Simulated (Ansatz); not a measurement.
# CH5BN2O: a ladder of functionals and wavefunction methods

The task here is to estimate one member of a computed series from the others.

Program: Ansatz 0.2.0, Gaussian basis. Level of theory: functionals in def2-TZVPP, the program's frozen cores in correlated methods. These are calculated values, not measurements.

The runs, in order: LDA (SPW92), PBE-D4, revPBE-D4, BLYP-D4, r2SCAN-D4, B97M-V, PBE0-D4, B3LYP-D4, r2SCANh-D4, r2SCAN0-D4, HSE06-D4, BHLYP-D4, CAM-B3LYP-D4, LC-ωPBE, ωB97X-V, ωB97M-V, B2PLYP, PBE-QIDH; CCSD(T)/def2-SVP; CCSD(T)/def2-TZVPP; MP2/def2-QZVPP; extrapolation to the limit; RPA on PBE.

## Structure used throughout

An earlier PBE0-D4 in a triple-zeta def2 set relaxation fixed the geometry.

10 atoms, charge 0, spin multiplicity 1.

Atoms are counted from 1 here; the program's logs count them from 0.

Bond lengths: N1–B2 1.398 Å, N1–H6 1.004 Å, N1–H7 1.003 Å, B2–N3 1.440 Å, B2–O5 1.401 Å, N3–C4 1.455 Å, N3–H8 1.004 Å, C4–O5 1.434 Å, C4–H9 1.095 Å, C4–H10 1.096 Å. Angles: B2–N1–H6 121.9°, B2–N1–H7 123.2°, H6–N1–H7 114.7°, N1–B2–N3 136.2°, N1–B2–O5 128.4°, N3–B2–O5 95.3°, B2–N3–C4 84.3°, B2–N3–H8 131.1°, C4–N3–H8 122.1°, N3–C4–O5 93.3°, N3–C4–H9 114.6°, N3–C4–H10 115.1°, O5–C4–H9 111.0°, O5–C4–H10 111.3°, H9–C4–H10 110.4°, B2–O5–C4 86.6°.

Set-up of the first run:

Input file in.yaml:

```yaml
crystal:
  periodic: [false, false, false]
  atoms:
    - {symbol: N, position_ang: [-1.649202, 0.413288, -0.796343]}
    - {symbol: B, position_ang: [-0.422009, 0.200796, -0.161664]}
    - {symbol: N, position_ang: [0.209643, -0.884679, 0.543690]}
    - {symbol: C, position_ang: [1.363662, 0.001378, 0.579574]}
    - {symbol: O, position_ang: [0.647303, 1.093069, -0.012677]}
    - {symbol: H, position_ang: [-1.887199, 1.297270, -1.207795]}
    - {symbol: H, position_ang: [-2.389387, -0.262884, -0.799308]}
    - {symbol: H, position_ang: [0.292445, -1.859642, 0.318019]}
    - {symbol: H, position_ang: [1.709874, 0.258580, 1.586244]}
    - {symbol: H, position_ang: [2.207970, -0.308376, -0.046740]}
basis:
  gaussian: {orbitals: def2-TZVPP}
hamiltonian: {xc: lda}
output: {orbitals: {seedname: orbitals}}
```

Launch:

```sh
> ansatz run in.yaml --threads 2 --pin off --events-out ev --progress --plain --max-ram 4352MiB
```

Steps of the session up to this table: LDA; PBE-D4 (GGA); revPBE-D4 (GGA); BLYP-D4 (GGA); r2SCAN-D4 (meta-GGA); B97M-V (meta-GGA); B3LYP-D4 (hybrid); r2SCANh-D4 (hybrid); r2SCAN0-D4 (hybrid); HSE06-D4 (hybrid); BHLYP-D4 (hybrid); CAM-B3LYP-D4 (range-separated); LC-ωPBE (range-separated); ωB97X-V (range-separated); ωB97M-V (range-separated); B2PLYP (double hybrid); PBE-QIDH (double hybrid).

One of the session's tables, all rows but one given; the rest of the session is left out.

It belongs to the step «Frontier levels by functional». 

```
  functional  HOMO (eV)  LUMO (eV)  gap (eV)
 LDA (SPW92)      -5.67       0.10      5.77
      PBE-D4      -5.52       0.18      5.70
   revPBE-D4      -5.47       0.22      5.68
     BLYP-D4      -5.42       0.13      5.54
   r2SCAN-D4          ?          ?         ?
      B97M-V      -5.91       0.38      6.29
     PBE0-D4      -6.94       0.96      7.90
    B3LYP-D4      -6.72       0.60      7.31
  r2SCANh-D4      -6.34       1.18      7.52
  r2SCAN0-D4      -7.15       1.48      8.62
    HSE06-D4      -6.54       0.60      7.14
    BHLYP-D4      -8.30       1.47      9.77
CAM-B3LYP-D4      -8.38       1.64     10.01
     LC-ωPBE      -9.75       2.92     12.67
     ωB97X-V      -9.38       2.72     12.10
     ωB97M-V      -9.29       2.19     11.48
```

Q: Estimate the row for r2SCAN-D4 from the others.

Worked estimate for «HOMO (eV)». Against the share of exact exchange, r2SCANh-D4 (0.1, -6.34), r2SCAN0-D4 (0.25, -7.15) give a slope of -5.40 per unit share; at 0 the line stands at -5.80.

As computed: HOMO (eV): -5.81; LUMO (eV): 0.98; gap (eV): 6.78. In «HOMO (eV)» the line misses by +0.01.
